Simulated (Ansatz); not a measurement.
# ClH5O4SiTi: the cost of one run

Computed with Ansatz 0.2.0, Gaussian basis. Level: PBE0-D4/def2-TZVP structures, single points in def2-TZVPP, no counterpoise correction.

Levels: SPW92, PBE-D4, BLYP-D4, r2SCAN-D4, B97M-V, PBE0-D4, B3LYP-D4, r2SCAN0-D4, BHLYP-D4, CAM-B3LYP-D4, wB97X-V, wB97M-V, B2PLYP, PBE-QIDH, RPA on PBE, Hartree-Fock, MP2, CCSD, CCSD(T).

Correlated methods freeze the cores. B3LYP uses VWN-RPA correlation. B2PLYP carries no dispersion term here.

58 further runs of the same task are left out: 2 that didn't finish, 56 set aside as unsound or not needed.

## 1. Where the work starts

The complex: 14 atoms, charge 0, spin multiplicity 1.

Atoms are counted from 1 here; the program's logs count them from 0.

Bond lengths: Si1–Cl3 2.056 Å, Si1–O5 1.631 Å, Si1–Ti6 3.252 Å, Si1–H10 1.478 Å, Si1–H11 1.478 Å, Cl2–H4 1.304 Å, O5–Ti6 1.856 Å, Ti6–O7 1.785 Å, Ti6–O8 1.789 Å, Ti6–O9 1.779 Å, O7–H12 0.957 Å, O8–H13 0.959 Å, O9–H14 0.964 Å. Angles: Cl3–Si1–O5 109.3°, Cl3–Si1–Ti6 88.4°, Cl3–Si1–H10 107.8°, Cl3–Si1–H11 107.3°, O5–Si1–Ti6 22.7°, O5–Si1–H10 109.5°, O5–Si1–H11 110.7°, Ti6–Si1–H10 126.4°, Ti6–Si1–H11 110.5°, H10–Si1–H11 112.2°, Si1–O5–Ti6 137.5°, Si1–Ti6–O5 19.8°, Si1–Ti6–O7 105.0°, Si1–Ti6–O8 93.7°, Si1–Ti6–O9 124.5°, O5–Ti6–O7 108.3°, O5–Ti6–O8 109.8°, O5–Ti6–O9 106.8° and more.

Coordinates:

| atom | x (Å) | y (Å) | z (Å) |
| --- | --- | --- | --- |
| Si1 | -1.6851 | -0.5397 | 1.2819 |
| Cl2 | -0.2114 | -2.6542 | -2.0751 |
| Cl3 | -2.0002 | 1.3460 | 2.0380 |
| H4 | -0.4711 | -1.8287 | -1.1000 |
| O5 | -0.4983 | -0.4800 | 0.1644 |
| Ti6 | 0.9501 | 0.6084 | -0.2381 |
| O7 | 0.3611 | 1.9873 | -1.2059 |
| O8 | 1.7081 | 1.1930 | 1.2730 |
| O9 | 2.1111 | -0.3946 | -1.1384 |
| H10 | -2.9415 | -0.9864 | 0.6443 |
| H11 | -1.2943 | -1.4074 | 2.4125 |
| H12 | 0.4919 | 2.2995 | -2.1015 |
| H13 | 1.5480 | 2.0097 | 1.7503 |
| H14 | 1.9317 | -1.1530 | -1.7052 |

Its parts: ClH5O4SiTi holds atoms 1, 3, 5, 6, 7, 8, 9, 10, 11, 12, 13, 14; HCl holds atoms 2, 4. Each part counts its atoms afresh in its own runs.

## 2. Relaxing ClH5O4SiTi alone

Input file relax-a/in.yaml:

```yaml
crystal:
  periodic: [false, false, false]
  atoms:
    - {symbol: Si, position_ang: [-1.685118, -0.539735, 1.281881]}
    - {symbol: Cl, position_ang: [-2.000170, 1.346025, 2.038047]}
    - {symbol: O, position_ang: [-0.498334, -0.480011, 0.164412]}
    - {symbol: Ti, position_ang: [0.950054, 0.608447, -0.238083]}
    - {symbol: O, position_ang: [0.361057, 1.987303, -1.205889]}
    - {symbol: O, position_ang: [1.708139, 1.192965, 1.273021]}
    - {symbol: O, position_ang: [2.111122, -0.394623, -1.138444]}
    - {symbol: H, position_ang: [-2.941457, -0.986375, 0.644295]}
    - {symbol: H, position_ang: [-1.294252, -1.407420, 2.412452]}
    - {symbol: H, position_ang: [0.491922, 2.299460, -2.101490]}
    - {symbol: H, position_ang: [1.547969, 2.009673, 1.750301]}
    - {symbol: H, position_ang: [1.931713, -1.152971, -1.705245]}
basis:
  gaussian: {orbitals: def2-TZVP}
hamiltonian: {xc: pbe0, dispersion: d4}
relax: {f_tol: 0.005, max_steps: 200}
```

Started as:

```bash
> ansatz run in.yaml --threads 4 --pin off --events-out ev --progress --plain --max-ram 46080MiB --backend cuda --devices 0, --max-vram 37GiB
```

**Question.** How long does this run take on 1 × a share of an NVIDIA H100 with 4 threads of AMD EPYC 7R13, shared host?

About 47 s.
